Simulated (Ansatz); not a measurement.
# CH₄OSZn: how energies converge with the basis set

The task here is to estimate one member of a computed series from the others.

Computed with Ansatz 0.2.0, Gaussian basis. Level: one geometry, several basis sets.

Levels to be run: PBE0-D4/def2-SVP; ωB97M-V/def2-SVP; PBE0-D4/def2-QZVPP; ωB97M-V/def2-QZVPP; the functionals' def2-TZVPP values are taken from earlier runs.

### The relaxed structure

The geometry comes from an earlier relaxation with PBE0-D4 in a triple-zeta def2 set; it is a stationary point, not always the lowest conformer.

SMILES `SC[O][ZnH]`, 8 atoms, charge 0, spin multiplicity 1.

Atoms are counted from 1 here; the program's logs count them from 0.

Bond lengths: S1–C2 1.857 Å, S1–H5 1.344 Å, C2–O3 1.360 Å, C2–H6 1.099 Å, C2–H7 1.096 Å, O3–Zn4 1.833 Å, Zn4–H8 1.523 Å. Angles: C2–S1–H5 96.3°, S1–C2–O3 111.9°, S1–C2–H6 102.7°, S1–C2–H7 106.8°, O3–C2–H6 113.5°, O3–C2–H7 112.9°, H6–C2–H7 108.3°, C2–O3–Zn4 112.6°, O3–Zn4–H8 165.9°.

As a file:

```xyz
8

S     0.6091    1.3331   -0.2282
C     0.7311   -0.2521    0.7317
O    -0.2849   -1.1055    0.4335
Zn   -1.6087   -0.3075   -0.5510
H     1.0702    0.8379   -1.3896
H     0.7210    0.0950    1.7749
H     1.7201   -0.6753    0.5200
H    -2.8656    0.0174   -1.3472
```

The first run:

Contents of in.yaml:

```yaml
crystal:
  periodic: [false, false, false]
  atoms:
    - {symbol: S, position_ang: [0.609062, 1.333072, -0.228151]}
    - {symbol: C, position_ang: [0.731118, -0.252060, 0.731712]}
    - {symbol: O, position_ang: [-0.284865, -1.105532, 0.433453]}
    - {symbol: Zn, position_ang: [-1.608704, -0.307476, -0.550973]}
    - {symbol: H, position_ang: [1.070155, 0.837876, -1.389551]}
    - {symbol: H, position_ang: [0.721001, 0.094987, 1.774908]}
    - {symbol: H, position_ang: [1.720066, -0.675319, 0.520044]}
    - {symbol: H, position_ang: [-2.865633, 0.017353, -1.347240]}
basis:
  gaussian: {orbitals: def2-SVP}
hamiltonian: {xc: pbe0, dispersion: d4}
output: {orbitals: {seedname: orbitals}}
```

The run is started by

```console
$ ansatz run in.yaml --threads 4 --pin off --events-out ev --progress --plain --max-ram 10444MiB
```

Among the steps run: PBE0-D4 in def2-SVP; ωB97M-V in def2-SVP; PBE0-D4 in def2-QZVPP; ωB97M-V in def2-QZVPP.

One table of the session follows, with a row left open; its other results are not shown here.

It belongs to the step «Density functionals: the series». 

| functional | basis | HOMO (eV) | LUMO (eV) |
| --- | --- | --- | --- |
| PBE0-D4 | def2-SVP | -7.17 | 0.14 |
| PBE0-D4 | def2-TZVPP | -7.40 | -0.36 |
| PBE0-D4 | def2-QZVPP | ? | ? |
| ωB97M-V | def2-SVP | -9.41 | 1.83 |
| ωB97M-V | def2-TZVPP | -9.64 | 1.09 |
| ωB97M-V | def2-QZVPP | -9.66 | 0.75 |

Estimate the missing values for PBE0-D4, def2-QZVPP.

The run gave: HOMO (eV): -7.42; LUMO (eV): -0.48. In the column «HOMO (eV)» it lies between ωB97M-V, def2-SVP (-9.41) and PBE0-D4, def2-TZVPP (-7.40).
